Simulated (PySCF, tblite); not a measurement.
**C7H13Ga: geometry, infrared bands and NMR shifts**

What infrared bands and NMR shifts should C7H13Ga (`CCCC#[C][Ga]([CH3])[CH3]`) show?

Programs: tblite 0.8.0 and PySCF 2.14.0, with density-fitted response routines of our own. Each step states its level of theory. These are calculated values for one molecule in the gas phase, unless marked as measured. Atoms are numbered from 0 throughout.

### Step 1. The starting structure

21 atoms, charge 0, multiplicity 1; geometry from: force field or distance geometry start.

Bonds of the start (Å): C0–C1 1.51, C1–C2 1.54, C2–C3 1.46, C3–C4 1.22, C4–Ga5 2.18, Ga5–C6 2.00, Ga5–C7 2.05, C0–H8 1.11, C0–H9 1.12, C0–H10 1.12, C1–H11 1.12, C1–H12 1.11, C2–H13 1.11, C2–H14 1.11, C6–H15 1.09, C6–H16 1.11, C6–H17 1.11, C7–H18 1.10, C7–H19 1.10, C7–H20 1.10.

### Step 2. Optimising the geometry with GFN2-xTB

Job settings and geometry (Å):

```
{"job": {"kind": "relax", "xc": "GFN2-xTB", "basis": "xTB"}, "charge": 0, "multiplicity": 1}
C     -3.030700    -0.461000    -0.427600
C     -2.956300     0.907000     0.206600
C     -1.922400     0.814700     1.339400
C     -0.677900     0.435500     0.679200
C      0.377200     0.111000     0.170800
Ga     2.274400    -0.459300    -0.744000
C      2.836700    -2.212100     0.039200
C      3.410400     1.240600    -0.812200
H     -2.112200    -0.636600    -1.025300
H     -3.955400    -0.570900    -1.042800
H     -3.021600    -1.218800     0.400300
H     -2.530000     1.637700    -0.520000
H     -3.929100     1.298400     0.579800
H     -1.789200     1.793600     1.842400
H     -2.253000     0.066900     2.095300
H      2.361200    -2.938900    -0.622900
H      3.940300    -2.185000    -0.045000
H      2.480600    -2.254500     1.084400
H      4.496300     1.229300    -0.638500
H      2.879500     1.763000     0.001900
H      3.112100     1.656300    -1.784600
```

Started as:

```sh
$ OMP_NUM_THREADS=1 python probes_run.py task.json out
```

One launch serves the whole session: the jobs run in the order shown.

**Question.** This job is followed by: GFN2-xTB harmonic vibrations, gas phase; GIAO PBE0/pcSseg-1 NMR shielding, non-relativistic, gas phase. What will the session give for the following? strongest single infrared mode (GFN2-xTB); zero-point energy (GFN2-xTB); 13C shifts against TMS (PBE0/pcSseg-1, means over atoms taken as alike); 1H shifts against TMS (PBE0/pcSseg-1, means over atoms taken as alike); shieldings of Ga (PBE0/pcSseg-1).

**Answer**, as computed:

```
                                                               quantity                                    value
                              strongest single infrared mode (GFN2-xTB)                     661 cm⁻¹, 189 km/mol
                                           zero-point energy (GFN2-xTB)                           106.5 kcal/mol
13C shifts against TMS (PBE0/pcSseg-1, means over atoms taken as alike)  121.3, 101.0, 26.3, 24.7, 15.2, 3.5 ppm
 1H shifts against TMS (PBE0/pcSseg-1, means over atoms taken as alike)               2.43, 1.52, 1.19, 0.52 ppm
                                       shieldings of Ga (PBE0/pcSseg-1)                           Ga5 1180.4 ppm
```

What this shows: Relaxing lowered the energy by 1.015 eV in 95 steps; the close pair that moved most is C4–Ga5, from 2.182 to 1.969 Å. The lowest mode is imaginary (22i cm⁻¹), so the xTB geometry is not a minimum. The strongest single mode, at 661 cm⁻¹, is spread over many atoms; the largest shares are those of H16, H18. Unscaled tight-binding wavenumbers are off by several per cent, some by more. Its intensities can rank the bands wrongly. At PBE0/pcSseg-1: The largest span, 432 ppm, is at Ga5, where the paramagnetic term is -1460 ppm. Spin-orbit coupling is left out, which matters for shieldings and couplings at and beside the heavy atoms.
